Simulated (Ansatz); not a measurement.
**CHBOS: molecular dynamics**

The plan is to follow the molecule's vibrations and see whether its bonds hold. The start is relaxed first. Runs: 40 steps of 2 fs under a Langevin thermostat at 50 K; 150 steps of 0.5 fs at constant energy, with velocities drawn for 700 K. SMILES of the start: B#CSO.

Method: RKS PBE/STO-3G, in Ansatz 0.2.0.

**1. The structure to begin with**

Bond lengths: B1–C2 1.334 Å, C2–S3 1.666 Å, S3–O4 1.679 Å, O4–H5 0.963 Å. Angles: B1–C2–S3 148.2°, C2–S3–O4 104.8°, S3–O4–H5 110.8°.

As a file:

```xyz
5

B     0.7604   -1.6939    1.3212
C    -0.0673   -0.7443    0.8830
S    -0.9895   -0.1352   -0.3635
O     0.0401    0.9029   -1.1898
H     0.2562    1.6706   -0.6509
```

**2. Relaxing the start**

File input.yaml:

```yaml
crystal:
  periodic: [false, false, false]
  atoms:
    - { symbol: B, position_ang: [0.76043, -1.69393, 1.32122] }
    - { symbol: C, position_ang: [-0.06728, -0.74432, 0.88303] }
    - { symbol: S, position_ang: [-0.98946, -0.13521, -0.36355] }
    - { symbol: O, position_ang: [0.04007, 0.90288, -1.18981] }
    - { symbol: H, position_ang: [0.25624, 1.67058, -0.65089] }
basis:
  gaussian: { orbitals: STO-3G }
hamiltonian:
  xc: pbe
relax:
  f_tol: 0.02
  max_steps: 40
scf:
  lower_state_search: "off"
```

On the command line:

```sh
$ ansatz run input.yaml --threads 1 --pin off --max-ram 2048MiB --backend cpu --events-out ev --progress --plain --runs-dir out
```

The program printed, shortened:

```text
Warning: RAYON_NUM_THREADS=1 ignored (pool sized by the plan → 1); use --threads N
[...]
Functional definition: PBE
[...]
353 factors; integrals over basis functions are off by at most 1.4e-5 eV
[...]
mean field -14424.66418435 eV, -530.0966313862 hartree, gradient 9.6e-7 eV, S^2 0.000000; 0 other end points of the search recorded, 0 dependent functions left out
[...]
reference -14424.66420046 eV, -530.0966319782 hartree; 18, 18 occupied and 7, 7 virtual orbitals, 353 factors
relax step   1: F+E_penalty+E_count = -14424.66418435 eV  Δ(F+E_penalty+E_count) = +0.000e0 eV  max|allowed force component| = 5.029e0 eV/Å  Δτ_max = 0.0000 Å  (41 SCF iters, accepted)
[...]
relax step   3: F+E_penalty+E_count = -14425.32833607 eV  Δ(F+E_penalty+E_count) = -1.086e-1 eV  max|allowed force component| = 2.175e0 eV/Å  Δτ_max = 0.1966 Å  (28 SCF iters, accepted)
[...]
relax step   5: F+E_penalty+E_count = -14425.52905403 eV  Δ(F+E_penalty+E_count) = -4.725e-2 eV  max|allowed force component| = 2.688e-1 eV/Å  Δτ_max = 0.0609 Å  (23 SCF iters, accepted)
[...]
relax step   7: F+E_penalty+E_count = -14425.54353925 eV  Δ(F+E_penalty+E_count) = -3.695e-3 eV  max|allowed force component| = 1.523e-1 eV/Å  Δτ_max = 0.0217 Å  (23 SCF iters, accepted)
[...]
relax step   9: F+E_penalty+E_count = -14425.54410095 eV  Δ(F+E_penalty+E_count) = -1.009e-4 eV  max|allowed force component| = 3.333e-2 eV/Å  Δτ_max = 0.0044 Å  (16 SCF iters, accepted)
[...]
relax step  10: F+E_penalty+E_count = -14425.54415020 eV  Δ(F+E_penalty+E_count) = -4.925e-5 eV  max|allowed force component| = 1.671e-2 eV/Å  Δτ_max = 0.0082 Å  (23 SCF iters, accepted)
Total energy: -14425.54416490 eV, -530.1289700750 hartree
Atom 0 at     0.869335    -1.467238     1.226569 Å, force     0.002907    -0.009044     0.001944 eV/Å
Atom 1 at    -0.222820    -0.597032     0.928639 Å, force    -0.000506     0.015000    -0.000194 eV/Å
Atom 2 at    -1.021226    -0.317072    -0.499725 Å, force    -0.003930    -0.009039    -0.008096 eV/Å
Atom 3 at    -0.152204     1.097827    -1.218086 Å, force     0.003070     0.001426     0.016708 eV/Å
Atom 4 at     0.526914     1.283514    -0.437398 Å, force    -0.001542     0.001658    -0.010361 eV/Å
Dipole moment:    -0.129853     0.227193    -0.122194 e Å
Checks for a lower state left out: stability, starts, cluster_reference, orbital_swaps, neighbouring_geometries, increment
```

Run time: 11 s. Hardware: 1 thread of Arm Neoverse V1, shared host; peak memory 0.13 GiB.

Relaxation path:

| step | energy from step 1 (eV) | largest force component (eV/Å) |
| --- | --- | --- |
| 1 | 0.0000 | 5.0290 |
| 2 | -0.5555 | 2.2517 |
| 3 | -0.6642 | 2.1749 |
| 4 | -0.8176 | 1.0656 |
| 5 | -0.8649 | 0.2688 |
| 6 | -0.8757 | 0.1894 |
| 7 | -0.8794 | 0.1523 |
| 8 | -0.8798 | 0.0805 |
| 9 | -0.8799 | 0.0333 |
| 10 | -0.8800 | 0.0167 |

Step 1 is the start.

After: Bond lengths: B1–C2 1.428 Å, C2–S3 1.660 Å, S3–O4 1.809 Å, O4–H5 1.051 Å. Angles: B1–C2–S3 130.6°, C2–S3–O4 104.0°, S3–O4–H5 98.8°.

**3. Run 1**

40 steps of 2 fs under a Langevin thermostat at 50 K, from the relaxed start.

File input.yaml:

```yaml
crystal:
  periodic: [false, false, false]
  atoms:
    - { symbol: B, position_ang: [0.869335, -1.467238, 1.226569] }
    - { symbol: C, position_ang: [-0.22282, -0.597032, 0.928639] }
    - { symbol: S, position_ang: [-1.021226, -0.317072, -0.499725] }
    - { symbol: O, position_ang: [-0.152204, 1.097827, -1.218086] }
    - { symbol: H, position_ang: [0.526914, 1.283514, -0.437398] }
basis:
  gaussian: { orbitals: STO-3G }
hamiltonian:
  xc: pbe
md:
  timestep: 2.0
  n_steps: 40
  ensemble: nvt_langevin
  temperature: 50.0
  initial_velocities: maxwell_boltzmann
  seed: 219796
  friction: 0.01
scf:
  lower_state_search: "off"
```

On the command line:

```sh
$ ansatz run input.yaml --threads 1 --pin off --max-ram 2048MiB --backend cpu --events-out ev --progress --plain --runs-dir out
```

The program printed, shortened:

```text
Warning: RAYON_NUM_THREADS=1 ignored (pool sized by the plan → 1); use --threads N
[...]
[... 1 set-up line as earlier in the session ...]
[...]
350 factors; integrals over basis functions are off by at most 2.0e-5 eV
[...]
mean field -14425.54415575 eV, -530.1289697387 hartree, gradient 2.1e-6 eV, S^2 0.000000; 0 other end points of the search recorded, 0 dependent functions left out
[...]
reference -14425.54417042 eV, -530.1289702778 hartree; 18, 18 occupied and 7, 7 virtual orbitals, 350 factors
md step     0: t =     0.00 fs  T =    40.0 K  F+E_penalty+E_count = -14425.54415575 eV  E_kin = 0.025852 eV  (37 SCF iters)
[...]
md step    10: t =    20.00 fs  T =    23.0 K  F+E_penalty+E_count = -14425.52021171 eV  E_kin = 0.014889 eV  (16 SCF iters)
[...]
md step    20: t =    40.00 fs  T =    45.4 K  F+E_penalty+E_count = -14425.52320630 eV  E_kin = 0.029316 eV  (23 SCF iters)
[...]
md step    30: t =    60.00 fs  T =    65.8 K  F+E_penalty+E_count = -14425.53304012 eV  E_kin = 0.042546 eV  (23 SCF iters)
[...]
md step    39: t =    78.00 fs  T =    38.3 K  F+E_penalty+E_count = -14425.52168001 eV  E_kin = 0.024726 eV  (23 SCF iters)
[...]
md step    40: t =    80.00 fs  T =    44.8 K  F+E_penalty+E_count = -14425.51610283 eV  E_kin = 0.028970 eV  (23 SCF iters)
Total energy: -14425.51611751 eV, -530.1279393526 hartree
Atom 0 at     0.925044    -1.431793     1.315549 Å, force    -0.483572     0.409704    -0.243464 eV/Å
Atom 1 at    -0.209166    -0.608494     0.963244 Å, force     0.411723    -0.393072     0.261499 eV/Å
Atom 2 at    -1.012354    -0.369691    -0.468412 Å, force    -0.210366    -0.474852     0.120549 eV/Å
Atom 3 at    -0.318554     1.158031    -1.086376 Å, force     0.722929     0.533221     0.596762 eV/Å
Atom 4 at     0.308446     1.379208    -0.243905 Å, force    -0.440715    -0.075001    -0.735345 eV/Å
Dipole moment:    -0.173243     0.214571    -0.126628 e Å
Checks for a lower state left out: stability, starts, cluster_reference, orbital_swaps, neighbouring_geometries, increment
```

Run time: 25 s. Hardware: 1 thread of Arm Neoverse V1, shared host; peak memory 0.071 GiB.

**4. The trajectory**

The trajectory, every 2 steps (energies from step 0):

| time (fs) | T (K) | potential energy change (meV/atom) |
| --- | --- | --- |
| 0.0 | 40 | 0.0 |
| 4.0 | 27 | 2.3 |
| 8.0 | 15 | 3.8 |
| 12.0 | 32 | 1.6 |
| 16.0 | 33 | 2.5 |
| 20.0 | 23 | 4.8 |
| 24.0 | 35 | 3.1 |
| 28.0 | 23 | 4.3 |
| 32.0 | 23 | 5.7 |
| 36.0 | 49 | 3.6 |
| 40.0 | 45 | 4.2 |
| 44.0 | 52 | 3.1 |
| 48.0 | 53 | 1.7 |
| 52.0 | 58 | 2.7 |
| 56.0 | 64 | 2.8 |
| 60.0 | 66 | 2.2 |
| 64.0 | 57 | 3.2 |
| 68.0 | 57 | 2.8 |
| 72.0 | 56 | 2.9 |
| 76.0 | 42 | 5.3 |
| 80.0 | 45 | 5.6 |

time (fs), T (K) and a bar:
```
      0.0         40 ################
      4.0         27 #########
      6.0         12 
     10.0         19 ####
     14.0         35 #############
     18.0         28 #########
     20.0         23 ######
     24.0         35 #############
     28.0         23 ######
     32.0         23 ######
     34.0         42 #################
     38.0         53 #######################
     42.0         49 #####################
     46.0         53 #######################
     48.0         53 #######################
     52.0         58 ##########################
     56.0         64 #############################
     60.0         66 ##############################
     62.0         50 #####################
     66.0         49 #####################
     70.0         49 #####################
     74.0         51 ######################
     76.0         42 #################
     80.0         45 ##################
```

**5. Snapshots as a file**

Extended XYZ, with forces in eV/Å:

```xyz
5
time_fs=10.0 T=19 dE=0.0161
B     0.885   -1.465    1.228   -0.588    0.413   -0.123
C    -0.247   -0.605    0.939    0.643   -0.411    0.194
S    -1.021   -0.321   -0.496    0.096    0.137   -0.087
O    -0.153    1.104   -1.222    0.210    0.090    0.296
H     0.532    1.333   -0.442   -0.361   -0.229   -0.280
5
time_fs=20.0 T=23 dE=0.0239
B     0.862   -1.445    1.228    0.700   -0.559    0.227
C    -0.251   -0.627    0.960   -0.673    0.757   -0.501
S    -1.018   -0.320   -0.490   -0.083   -0.084   -0.034
O    -0.169    1.110   -1.224    0.164   -0.183    0.620
H     0.485    1.315   -0.417   -0.108    0.068   -0.312
5
time_fs=30.0 T=21 dE=0.0236
B     0.869   -1.461    1.234   -0.526    0.357   -0.053
C    -0.277   -0.618    0.955    0.927   -0.367    0.534
S    -1.011   -0.323   -0.484   -0.582   -0.245   -0.452
O    -0.194    1.107   -1.208    0.089    0.260   -0.178
H     0.480    1.349   -0.445    0.092   -0.005    0.149
5
time_fs=40.0 T=45 dE=0.0210
B     0.854   -1.460    1.251    0.453   -0.337    0.137
C    -0.246   -0.618    0.974   -0.605    0.514   -0.638
S    -1.016   -0.333   -0.490    0.101   -0.172    0.437
O    -0.213    1.121   -1.194   -0.414   -0.132   -0.549
H     0.446    1.356   -0.434    0.464    0.127    0.614
5
time_fs=50.0 T=56 dE=0.0153
B     0.863   -1.466    1.277   -0.298    0.284   -0.088
C    -0.242   -0.597    0.959    0.361   -0.283    0.176
S    -1.019   -0.348   -0.481   -0.109    0.075   -0.227
O    -0.231    1.138   -1.172   -0.520   -0.369   -0.418
H     0.377    1.350   -0.365    0.566    0.292    0.558
5
time_fs=60.0 T=66 dE=0.0111
B     0.866   -1.453    1.295    0.045    0.047   -0.015
C    -0.224   -0.595    0.951    0.062   -0.205    0.374
S    -1.020   -0.364   -0.473    0.067    0.379   -0.272
O    -0.260    1.150   -1.139   -0.046   -0.034   -0.053
H     0.372    1.413   -0.337   -0.128   -0.186   -0.035
5
time_fs=70.0 T=49 dE=0.0173
B     0.889   -1.440    1.310    0.329   -0.172    0.028
C    -0.206   -0.608    0.965   -0.521    0.198   -0.239
S    -1.017   -0.371   -0.472    0.190    0.082    0.166
O    -0.288    1.161   -1.113    0.407    0.009    0.686
H     0.332    1.390   -0.271   -0.405   -0.117   -0.640
5
time_fs=80.0 T=45 dE=0.0281
B     0.925   -1.432    1.315   -0.484    0.410   -0.243
C    -0.209   -0.609    0.963    0.412   -0.393    0.262
S    -1.012   -0.370   -0.468   -0.210   -0.475    0.120
O    -0.319    1.158   -1.086    0.723    0.533    0.597
H     0.308    1.379   -0.244   -0.441   -0.075   -0.735
```

On run 1: Against a set 50 K the second half averages 52 K with a spread of 6 K. A step of 2 fs is long for atoms as light as 1 u, and this run prints no conserved energy by which to check it. The bonding pattern survives the run.

**6. Run 2**

150 steps of 0.5 fs at constant energy, with velocities drawn for 700 K, from the relaxed start.

input.yaml: that of step 3 with these lines changed.

```diff
@@ -13,9 +13,8 @@
 md:
-  timestep: 2.0
-  n_steps: 40
-  ensemble: nvt_langevin
-  temperature: 50.0
+  timestep: 0.5
+  n_steps: 150
+  ensemble: nve
+  temperature: 700.0
   initial_velocities: maxwell_boltzmann
-  seed: 219796
-  friction: 0.01
+  seed: 422372
 scf:
```

On the command line:

```sh
$ ansatz run input.yaml --threads 1 --pin off --max-ram 2048MiB --backend cpu --events-out ev --progress --plain --runs-dir out
```

The program printed, shortened:

```text
Warning: RAYON_NUM_THREADS=1 ignored (pool sized by the plan → 1); use --threads N
[...]
[... 1 set-up line as earlier in the session ...]
[...]
350 factors; integrals over basis functions are off by at most 2.0e-5 eV
[...]
mean field -14425.54415575 eV, -530.1289697387 hartree, gradient 2.1e-6 eV, S^2 0.000000; 0 other end points of the search recorded, 0 dependent functions left out
[...]
reference -14425.54417042 eV, -530.1289702778 hartree; 18, 18 occupied and 7, 7 virtual orbitals, 350 factors
md step     0: t =     0.00 fs  T =   700.0 K  F+E_penalty+E_count = -14425.54415575 eV  E_kin = 0.271446 eV  conserved = -14425.27270975 eV  (37 SCF iters)
[...]
md step    19: t =     9.50 fs  T =   337.0 K  F+E_penalty+E_count = -14425.40303288 eV  E_kin = 0.130687 eV  conserved = -14425.27234623 eV  (23 SCF iters)
[...]
md step    38: t =    19.00 fs  T =   138.0 K  F+E_penalty+E_count = -14425.32578761 eV  E_kin = 0.053501 eV  conserved = -14425.27228698 eV  (24 SCF iters)
[...]
md step    57: t =    28.50 fs  T =   311.0 K  F+E_penalty+E_count = -14425.39314871 eV  E_kin = 0.120603 eV  conserved = -14425.27254538 eV  (24 SCF iters)
[...]
md step    74: t =    37.00 fs  T =   423.6 K  F+E_penalty+E_count = -14425.43672470 eV  E_kin = 0.164250 eV  conserved = -14425.27247492 eV  (23 SCF iters)
md step    75: t =    37.50 fs  T =   465.8 K  F+E_penalty+E_count = -14425.45317771 eV  E_kin = 0.180633 eV  conserved = -14425.27254520 eV  (23 SCF iters)
```

**7. The log goes on: dynamics from the start**

Output, continued, shortened:

```text
md step    76: t =    38.00 fs  T =   501.1 K  F+E_penalty+E_count = -14425.46690736 eV  E_kin = 0.194331 eV  conserved = -14425.27257596 eV  (23 SCF iters)
[...]
md step    94: t =    47.00 fs  T =   270.8 K  F+E_penalty+E_count = -14425.37730332 eV  E_kin = 0.105007 eV  conserved = -14425.27229628 eV  (24 SCF iters)
[...]
md step   112: t =    56.00 fs  T =   324.3 K  F+E_penalty+E_count = -14425.39826896 eV  E_kin = 0.125753 eV  conserved = -14425.27251625 eV  (23 SCF iters)
[...]
md step   130: t =    65.00 fs  T =   328.0 K  F+E_penalty+E_count = -14425.39962951 eV  E_kin = 0.127192 eV  conserved = -14425.27243753 eV  (23 SCF iters)
[...]
md step   148: t =    74.00 fs  T =   235.9 K  F+E_penalty+E_count = -14425.36364469 eV  E_kin = 0.091495 eV  conserved = -14425.27214997 eV  (24 SCF iters)
[...]
md step   149: t =    74.50 fs  T =   266.5 K  F+E_penalty+E_count = -14425.37554411 eV  E_kin = 0.103329 eV  conserved = -14425.27221506 eV  (24 SCF iters)
[...]
md step   150: t =    75.00 fs  T =   304.1 K  F+E_penalty+E_count = -14425.39022957 eV  E_kin = 0.117926 eV  conserved = -14425.27230373 eV  (24 SCF iters)
Total energy: -14425.39024365 eV, -530.1233135734 hartree
Atom 0 at     0.881674    -1.426421     1.215344 Å, force     0.279212    -0.228208     0.059965 eV/Å
Atom 1 at    -0.237895    -0.599926     0.923489 Å, force    -0.092976     0.109853     0.025947 eV/Å
Atom 2 at    -1.035933    -0.331454    -0.500236 Å, force    -0.426970     0.539759    -0.527552 eV/Å
Atom 3 at    -0.130413     1.126058    -1.197625 Å, force     0.324627    -1.415303     0.937650 eV/Å
Atom 4 at     0.696106     0.889616    -0.564166 Å, force    -0.083894     0.993898    -0.496011 eV/Å
Dipole moment:    -0.101403     0.119483    -0.144284 e Å
Checks for a lower state left out: stability, starts, cluster_reference, orbital_swaps, neighbouring_geometries, increment
```

Wall time 91 s (1 thread of Arm Neoverse V1, shared host); peak memory 0.071 GiB.

**8. What the atoms did**

One step in 8; energies are changes from step 0:

| time (fs) | T (K) | potential energy change (meV/atom) | total energy change (meV/atom) |
| --- | --- | --- | --- |
| 0.0 | 700 | 0.0 | 0.00 |
| 4.0 | 454 | 19.1 | 0.07 |
| 8.0 | 289 | 32.0 | 0.09 |
| 12.0 | 427 | 21.2 | 0.04 |
| 16.0 | 270 | 33.4 | 0.08 |
| 20.0 | 119 | 45.2 | 0.12 |
| 24.0 | 320 | 29.5 | 0.03 |
| 28.0 | 333 | 28.5 | 0.02 |
| 32.0 | 178 | 40.5 | 0.08 |
| 36.0 | 331 | 28.7 | 0.08 |
| 40.0 | 562 | 10.7 | 0.04 |
| 44.0 | 335 | 28.4 | 0.09 |
| 48.0 | 303 | 30.9 | 0.09 |
| 52.0 | 513 | 14.5 | -0.01 |
| 56.0 | 324 | 29.2 | 0.04 |
| 60.0 | 99 | 46.7 | 0.12 |
| 64.0 | 265 | 33.8 | 0.08 |
| 68.0 | 378 | 25.0 | 0.04 |
| 72.0 | 214 | 37.8 | 0.09 |
| 75.0 | 304 | 30.8 | 0.08 |

time (fs), T (K) and a bar:
```
      0.0        700 ##############################
      3.5        500 ####################
      6.5        283 ########
     10.0        355 ############
     13.0        434 ################
     16.5        243 ######
     19.5        124 
     23.0        283 ########
     26.0        346 ############
     29.5        251 #######
     32.5        181 ###
     36.0        331 ###########
     39.0        547 ######################
     42.5        464 ##################
     45.5        262 #######
     49.0        355 ############
     52.0        513 ####################
     55.5        352 ############
     58.5        134 #
     62.0        177 ###
     65.0        328 ###########
     68.5        354 ############
     71.5        229 #####
     75.0        304 #########
```

**9. Frames from the trajectory**

Positions (Å) and forces (eV/Å):

```xyz
5
time_fs=9.5 T=337 dE=0.1411
B     0.879   -1.429    1.193    0.365   -0.340    0.173
C    -0.236   -0.613    0.916   -0.198    0.054    0.595
S    -1.030   -0.306   -0.497   -0.148   -0.183    0.097
O    -0.120    1.044   -1.193    0.020    0.944   -1.532
H     0.337    1.570   -0.418   -0.040   -0.475    0.668
5
time_fs=19.0 T=138 dE=0.2184
B     0.910   -1.413    1.172   -0.259    0.019    0.060
C    -0.259   -0.625    0.939    0.258    0.074    0.138
S    -1.043   -0.302   -0.494   -0.379   -0.974   -0.525
O    -0.080    1.044   -1.212   -0.550   -0.011    0.264
H     0.069    1.433   -0.262    0.929    0.892    0.063
5
time_fs=28.0 T=333 dE=0.1423
B     0.925   -1.399    1.157   -0.325    0.046    0.063
C    -0.269   -0.632    0.969   -0.249    0.069   -0.764
S    -1.060   -0.317   -0.499    1.263    0.432    0.755
O    -0.062    1.060   -1.207   -0.594   -0.061   -0.157
H     0.282    1.581   -0.358   -0.095   -0.487    0.103
5
time_fs=37.5 T=466 dE=0.0910
B     0.917   -1.382    1.147   -0.162   -0.071    0.159
C    -0.292   -0.635    0.956    0.177   -0.032   -0.053
S    -1.050   -0.325   -0.490    0.763    0.721   -0.086
O    -0.074    1.074   -1.207   -0.461   -0.076   -0.088
H     0.512    1.433   -0.402   -0.317   -0.543    0.069
5
time_fs=47.0 T=271 dE=0.1669
B     0.899   -1.372    1.150    0.330   -0.357    0.255
C    -0.301   -0.637    0.942    0.560    0.277    0.702
S    -1.025   -0.316   -0.485   -1.592   -0.193   -1.545
O    -0.109    1.078   -1.206    0.222   -0.666    1.053
H     0.580    0.997   -0.408    0.480    0.939   -0.465
5
time_fs=56.0 T=324 dE=0.1459
B     0.901   -1.386    1.169    0.142   -0.231    0.090
C    -0.281   -0.623    0.961   -0.223    0.146   -0.414
S    -1.029   -0.310   -0.510    0.100   -0.595    0.938
O    -0.132    1.062   -1.167    0.796    1.082   -0.854
H     0.822    1.063   -0.698   -0.815   -0.402    0.239
5
time_fs=65.5 T=359 dE=0.1322
B     0.908   -1.415    1.196   -0.585    0.323   -0.145
C    -0.265   -0.602    0.960    0.257   -0.366   -0.544
S    -1.035   -0.317   -0.517    0.293   -0.292    1.029
O    -0.138    1.088   -1.168    0.868    0.238   -0.342
H     0.829    0.940   -0.737   -0.833    0.098    0.001
5
time_fs=75.0 T=304 dE=0.1539
B     0.882   -1.426    1.215    0.279   -0.228    0.060
C    -0.238   -0.600    0.923   -0.093    0.110    0.026
S    -1.036   -0.332   -0.500   -0.427    0.540   -0.528
O    -0.130    1.126   -1.198    0.325   -1.415    0.938
H     0.696    0.890   -0.564   -0.084    0.994   -0.496
```

Reading of run 2. The temperature starts at 700 K and averages 334 K in the second half, where it ranges from 96 to 562 K. About half is expected from a start at a minimum: kinetic energy passes into potential energy until both shares match. The total energy strays from its start by at most 0.14 meV/atom, 0.5 % of the mean kinetic energy, which is good for a step of 0.5 fs. No bond forms or breaks.

**10. What came out**

| quantity | value |
| --- | --- |
| relaxation of the start | 9 moves, 0.880 eV lower |
| run 1: length | 40 steps of 2 fs |
| run 1: temperature, first and last step | 40 and 45 K |
| run 1: temperature, second half | mean 52 K, from 38 to 66 K |
| run 1: potential energy, second half | +4 meV/atom from this run's first step |
| run 1: bonds formed or broken | 0 |
| run 2: length | 150 steps of 0.5 fs |
| run 2: temperature, first and last step | 700 and 304 K |
| run 2: temperature, second half | mean 334 K, from 96 to 562 K |
| run 2: potential energy, second half | +28 meV/atom from this run's first step |
| run 2: largest change of the total energy | 0.14 meV/atom |
| run 2: bonds formed or broken | 0 |

In words: Mean temperatures of the second halves: 52 K, 334 K. No bond formed or broke in any run. Averages from a run of 75 fs with 5 atoms are rough. The nuclei move classically, without zero-point motion, which matters most for hydrogen. The basis is very small, so the numbers are rough.
